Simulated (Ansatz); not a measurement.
**CH3Cl2In: basis-set convergence**

How large a basis does CH3Cl2In need? Two functionals are run in growing sets.

Computed with Ansatz 0.2.0, Gaussian basis. Level: one geometry, several basis sets.

Levels to be run: PBE0-D4/def2-SVP; ωB97M-V/def2-SVP; PBE0-D4/def2-QZVPP; ωB97M-V/def2-QZVPP; the functionals' def2-TZVPP values are taken from earlier runs.

**1. The geometry**

An earlier PBE0-D4 in a triple-zeta def2 set relaxation fixed the geometry. In takes the def2 core potential; no spin-orbit term is included.

SMILES `Cl[CH](Cl)[InH2]`, 7 atoms, charge 0, spin multiplicity 1.

Atoms are counted from 1 here; the program's logs count them from 0.

Bond lengths: Cl1–C2 1.766 Å, C2–Cl3 1.805 Å, C2–In4 2.188 Å, C2–H5 1.086 Å, In4–H6 1.711 Å, In4–H7 1.716 Å. Angles: Cl1–C2–Cl3 111.1°, Cl1–C2–In4 116.2°, Cl1–C2–H5 107.0°, Cl3–C2–In4 98.5°, Cl3–C2–H5 105.4°, In4–C2–H5 117.9°, C2–In4–H6 114.7°, C2–In4–H7 116.2°, H6–In4–H7 129.0°.

**2. PBE0-D4 in def2-SVP**

Input file in.yaml:

```yaml
crystal:
  periodic: [false, false, false]
  atoms:
    - {symbol: Cl, position_ang: [-0.817204, -1.640352, 1.429124]}
    - {symbol: C, position_ang: [0.174076, -0.903848, 0.166046]}
    - {symbol: Cl, position_ang: [1.831737, -0.529316, 0.775123]}
    - {symbol: In, position_ang: [-0.402316, 1.111679, -0.460994]}
    - {symbol: H, position_ang: [0.314121, -1.655091, -0.605704]}
    - {symbol: H, position_ang: [-1.046457, 2.090472, 0.785375]}
    - {symbol: H, position_ang: [-0.053957, 1.526446, -2.088970]}
basis:
  gaussian: {orbitals: def2-SVP}
hamiltonian: {xc: pbe0, dispersion: d4}
output: {orbitals: {seedname: orbitals}}
```

After this run come: ωB97M-V in def2-SVP; PBE0-D4 in def2-QZVPP; ωB97M-V in def2-QZVPP.

**Question.** What will the summary of the whole plan be? Wanted: PBE0-D4: double and triple zeta above quadruple; ωB97M-V: double and triple zeta above quadruple.

As calculated:

| quantity | value |
| --- | --- |
| PBE0-D4: double and triple zeta above quadruple | 11.01, 0.85 eV |
| ωB97M-V: double and triple zeta above quadruple | 10.95, 0.82 eV |

For PBE0-D4 the step from double to triple zeta gains 10.16 eV and the next only 0.85 eV. These are total energies; as a rule much of such shifts cancels in differences, which this series doesn't test.
